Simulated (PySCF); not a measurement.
# BBr2F (dibromofluoroborane) at PBE/cc-pVDZ

What is the vertical singlet–triplet gap of BBr2F (dibromofluoroborane) at PBE/cc-pVDZ? Input form: a Python script.

Program for the calculation: PySCF 2.14.0.

2 further runs of the same task are left out: 2 set aside as unsound or not needed.

### Step 1. The system as given

BBr2F: 4 atoms, total charge 0, spin state singlet. As SMILES, `FB(Br)Br`. The coordinates come from a PBE0-D4/def2-TZVP relaxation.

Bond lengths: F1–B2 1.307 Å, B2–Br3 1.901 Å, B2–Br4 1.901 Å. Angles: F1–B2–Br3 119.1°, F1–B2–Br4 119.1°, Br3–B2–Br4 121.7°.

### Step 2. A single-point energy at PBE/cc-pVDZ

Input file calc.py:

```python
from pyscf import gto, dft

molecule = gto.M(
    atom='''
F      2.487919     0.880537     0.688560
B      0.234250     0.082713     0.064553
Br    -0.912813    -3.079158     1.325548
Br    -1.809356     2.115907    -2.078661
''',
    max_memory=1860,
    charge=0,
    unit='bohr',
    basis='cc-pvdz',
    spin=0,
    verbose=3,
)

ks = dft.RKS(molecule, xc='pbe')
ks.grids.level = 5
ks.conv_tol = 1e-10
ks.kernel()
if not ks.converged:
    ks = ks.newton().run(ks.mo_coeff, ks.mo_occ)

etot = ks.e_tot
print('E(%s) = %.9f' % ('PBE', etot))
```

Command:

```
OMP_NUM_THREADS=1 python calc.py
```

Log:

```text
converged SCF energy = -5272.17727713128
E(PBE) = -5272.177277131
```

It took 14 s on 1 thread of Arm Neoverse V2, shared host; peak memory 0.44 GiB.

### Step 3. The triplet, same level

Input file run.py:

```python
from pyscf import gto, dft

mol = gto.M(
    atom='''
F    1.316550   0.465960   0.364370
B    0.123960   0.043770   0.034160
Br  -0.483040  -1.629420   0.701450
Br  -0.957470   1.119690  -1.099980
''',
    verbose=3,
    basis='cc-pvdz',
    charge=0,
    spin=2,
    max_memory=1860,
)

calc0 = dft.UKS(mol)
calc0.xc = 'pbe'
calc0.grids.level = 5
calc0.conv_tol = 1e-10
calc0.kernel()
if not calc0.converged:
    calc0 = calc0.newton().run(calc0.mo_coeff, calc0.mo_occ)

energy = calc0.e_tot
print('Final energy', energy)
```

Command:

```
OMP_NUM_THREADS=1 python run.py
```

Log:

```text
WARN: HOMO -0.0850172381145877 >= LUMO -0.294699182455692

WARN: HOMO 0.00271889651338294 >= LUMO -0.169890210257824

WARN: HOMO -0.050654251736908 >= LUMO -0.267129242944997

WARN: HOMO -0.0751675651718724 >= LUMO -0.282995346462837

WARN: HOMO -0.0600388361129864 >= LUMO -0.279492506133809

WARN: HOMO -0.0614669789719331 >= LUMO -0.276933163916224

WARN: HOMO -0.0616624504546683 >= LUMO -0.277158537621487

WARN: HOMO -0.0616958961486356 >= LUMO -0.27715723196779

WARN: HOMO -0.0617226393542722 >= LUMO -0.277152575406893

WARN: HOMO -0.0616817734866668 >= LUMO -0.277118565270632

WARN: HOMO -0.0616976886342275 >= LUMO -0.277140467613546

WARN: HOMO -0.0616990448192913 >= LUMO -0.277139930983759

WARN: HOMO -0.0616989706930839 >= LUMO -0.277139224917841

converged SCF energy = -5271.97773886219  <S^2> = 2.0033266  2S+1 = 3.0022169
Final energy -5271.977738862186
```

Wall time 29 s (1 thread of Arm Neoverse V2, shared host); peak memory 0.45 GiB.

### Step 4. Outcome

At PBE/cc-pVDZ:

| quantity | value |
| --- | --- |
| singlet: total energy | -5272.17728 Eh |
| singlet: dipole moment | 0.16 D |
| singlet: HOMO energy | -7.13 eV |
| singlet: LUMO energy | -2.03 eV |
| singlet: HOMO–LUMO gap | 5.11 eV |
| triplet: total energy | -5271.97774 Eh |
| triplet: dipole moment | 1.60 D |
| triplet: HOMO energy (highest over α and β) | -1.68 eV |
| triplet: ⟨S²⟩ | 2.003 |
| vertical energy of the triplet above the singlet | 5.430 eV |

**Reading.** At this shape the triplet lies 5.43 eV (524 kJ/mol) above the singlet. Mulliken charges (singlet) run from -0.04 on Br4 to +0.07 on B2; they depend strongly on the basis.
